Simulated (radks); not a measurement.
# Nuclear size and the levels of Sb³⁺

The task here is to estimate one member of a computed series from the others.

Method: Dirac Kohn-Sham, PBE, spin-unpolarised, spherical densities, finite nucleus. Code: radks (a radial shooting solver on a logarithmic mesh, Libxc functionals) version 1.

**The atom as given**

```
element            : antimony (Z = 51)
charge             : +3
electrons          : 48
configuration      : [Kr] 4d10 5s2
nuclear rms radius : 4.6802 fm
```

Outer shells as boxes (Hund's rule):

Sb³⁺
```
[Kr] core
4d [↑↓][↑↓][↑↓][↑↓][↑↓]
5s [↑↓]
```

The first run:

The run's settings:

```text
Z 51
configuration [Kr] 4d10 5s2 5p0 6s0
relativity Dirac
functional pbe,pbe
spin unpolarised
j_filling average
nucleus finite rms 4.6802 fm
c 137.035999084
```

Among the steps run: rms radius 4.6802 fm.

One table of the session follows, with a row left open; its other results are not shown here.

It belongs to the step «rms radius 4.6802 fm». From the orbitals of this run (lengths in bohr):

```
level     <r>  outermost maximum (interpolated)  90 % within  nodes
4s1/2  0.7906                             0.723         1.14      3
4p1/2  0.8319                             0.746         1.22      2
4p3/2  0.8608                             0.770         1.26      2
4d3/2   1.013                             0.841         1.56      1
4d5/2   1.025                             0.850         1.58      1
5s1/2   2.022                              1.81         2.91      4
5p1/2   2.313                              2.05         3.36      3
5p3/2       ?                                 ?            ?      ?
```

**Question.** Estimate the row for 5p3/2.

**Answer.** <r>: 2.384; outermost maximum (interpolated): 2.11; 90 % within: 3.45; nodes: 3. In the column «<r>» it is the highest.
